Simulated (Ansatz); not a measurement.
BaHg, space group Pm-3m, a scan of the energy under strain

Program: Ansatz's Python interface.

Run as a notebook:

```python
import warnings

import ansatz as az
import numpy as np
```

```python
OCCUPATIONS = 'gaussian'
WIDTH_EV = 0.1
XC = 'pbesol'
KGRID = (8, 8, 8)
```

```python
vectors0 = np.array([
    [4.17876, 0.0, 0.0],
    [0.0, 4.17876, 0.0],
    [0.0, 0.0, 4.17876],
])
sites = [
    ('Ba', (0.0, 0.0, 0.0)),
    ('Hg', (0.5, 0.5, 0.5)),
]
```

```python
def on_lattice(cell):
    crystal = az.Crystal(lattice=az.Lattice.of(cell))
    for symbol, position in sites:
        crystal = crystal.atom(symbol, position)
    return crystal
```

```python
warnings.simplefilter('ignore', az.DeckWarning)
```

```python
# clamped ions: the fractional positions stay as typed
values = np.linspace(-0.01, 0.01, 5)
energies = []
for d in values:
    strain = np.array([[0, d / 2, 0], [d / 2, 0, 0], [0, 0, 0]])
    cell = vectors0 @ (np.eye(3) + strain)
    job = on_lattice(cell).calculation()
    job = job.occupations(OCCUPATIONS, width=WIDTH_EV).pseudopotentials('paw')
    job = job.functional(XC)
    job = job.basis(17 * az.Ha)
    job = job.kpoints(*KGRID)
    job = job.stress()
    report = job.run().report
    energies.append(report['free_energy_ev'] / len(sites))
    s = report['stress_gpa']
    print(f'd = {d:+.4f}  stress xx yy zz xy (GPa, compression positive): {s[0][0]:8.3f} {s[1][1]:8.3f} {s[2][2]:8.3f} {s[0][1]:8.3f}')
energies = np.array(energies)
```

    d = -0.0100  stress xx yy zz xy (GPa, compression positive):   -1.549   -1.549   -1.549    0.154
    d = -0.0050  stress xx yy zz xy (GPa, compression positive):   -1.552   -1.552   -1.551    0.077
    d = +0.0000  stress xx yy zz xy (GPa, compression positive):   -1.552   -1.552   -1.552    0.000
    d = +0.0050  stress xx yy zz xy (GPa, compression positive):   -1.552   -1.552   -1.551   -0.077
    d = +0.0100  stress xx yy zz xy (GPa, compression positive):   -1.549   -1.549   -1.549   -0.154

```python
for value, e in zip(values, energies):
    print(f'strain {value:7.3f}   E - Emin = {1000 * (e - energies.min()):9.3f} meV/atom')
np.savetxt('strain.csv', np.column_stack([values, energies]), fmt='%.6f', delimiter=',', header='strain,energy_eV_per_atom')
curvature = 2 * np.polyfit(values, energies, 3)[1]
volume = abs(np.linalg.det(vectors0)) / len(sites)
print(f'd2E/dd2 over the volume: {curvature / volume * 160.21766:.1f} GPa')
```

    strain  -0.010   E - Emin =     0.168 meV/atom
    strain  -0.005   E - Emin =     0.042 meV/atom
    strain   0.000   E - Emin =     0.000 meV/atom
    strain   0.005   E - Emin =     0.042 meV/atom
    strain   0.010   E - Emin =     0.168 meV/atom
    d2E/dd2 over the volume: 14.7 GPa

It writes `strain.csv`:
```csv
# strain,energy_eV_per_atom
-0.010000,-9765.866668
-0.005000,-9765.866794
0.000000,-9765.866836
0.005000,-9765.866794
0.010000,-9765.866668
```

Against the unstrained cell the energy per atom changes by +0.17 meV at one end of the scan and +0.17 meV at the other, and its second derivative over the volume is 14.7 GPa.

What to keep in mind:
- Total energies depend on the potentials; only differences at equal settings carry meaning.
- The curvature belongs to this strain pattern and to the cell's stress; it equals a single elastic constant only for simple patterns.
- In a metal a curvature from energy changes of a few meV or less hangs on mesh and smearing, in size and even in sign.
- Spin-orbit coupling, which matters for elements this heavy, is left out.
- This cell is a computed structure, which may not be the phase found in nature.
- The ions keep their fractional positions (clamped ions).
- Finished in 31 s on 1 thread of Arm Neoverse V2, on a shared host, peak memory 0.49 GiB.
